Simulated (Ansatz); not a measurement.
## CH7GeNSi, SMILES N[CH]1[SiH2][GeH2]1: an atomisation energy, step by step

With Ansatz 0.2.0, Python API.

Run as a notebook:

```python
from collections import Counter

import ansatz as az
from ase import Atoms
```

```python
def energy(molecule, charge=0, unpaired=0):
    calc = molecule.calculation().basis(gaussian="def2-TZVP").functional("cam_b3lyp")
    if charge:
        calc = calc.charge(charge)
    if unpaired:
        calc = calc.spin("collinear", total=unpaired)
    return calc.run(threads=1).report["free_energy_ev"]
```

```python
atoms = Atoms(["N", "C", "Si", "Ge", "H", "H", "H", "H", "H", "H", "H"], positions=[
    [-1.3132, 0.7491, -0.2313],
    [0.0579, 0.5791, -0.0308],
    [0.358, -0.5641, 1.338],
    [0.7766, -0.9718, -0.968],
    [-1.4726, 1.2055, -1.2118],
    [-1.6757, 1.5359, 0.4392],
    [0.7272, 1.4905, -0.0951],
    [1.7118, -0.3567, 2.0381],
    [-0.775, -1.2665, 1.9222],
    [-0.4496, -1.7062, -1.679],
    [2.1201, -0.7518, -1.5009],
])
system = az.Crystal.molecule_from_ase(atoms)
```

```python
# unpaired electrons of the ground-state atoms
unpaired = {"N": 3, "C": 2, "Si": 2, "Ge": 2, "H": 1}
counts = Counter(site.symbol for site in system.cartesian_sites)
atom_energy = {s: energy(az.Crystal.molecule().atom(s, (0, 0, 0)), 0, unpaired[s]) for s in counts}
whole = energy(system, 0, 0)
for s, e in atom_energy.items():
    print(f"{s:2s} x{counts[s]}  {e:14.5f} eV")
print(f"CH7GeNSi: {whole:.5f} eV")
split = sum(counts[s] * e for s, e in atom_energy.items()) - whole
print(f"atomisation energy (no zero-point term): {split:.3f} eV, {split / sum(counts.values()):.3f} eV an atom")
```

    N  x1     -1485.26905 eV
    C  x1     -1029.59771 eV
    Si x1     -7874.34568 eV
    Ge x1    -56519.08593 eV
    H  x7       -13.57334 eV
    CH7GeNSi: -67037.73948 eV
    atomisation energy (no zero-point term): 34.428 eV, 3.130 eV an atom

34.428 eV from the electronic energies, without the zero-point term.

Caveats:
- Total energies depend on the basis set; only differences at equal settings carry meaning.
- The geometry is a force-field or estimated start, not a minimum of this method, and the basis set is short of its limit. All parts are taken at fixed geometry, without zero-point energy.
- It ran for 13 s on 1 thread of Arm Neoverse V1 (shared host), peak memory 0.53 GiB.
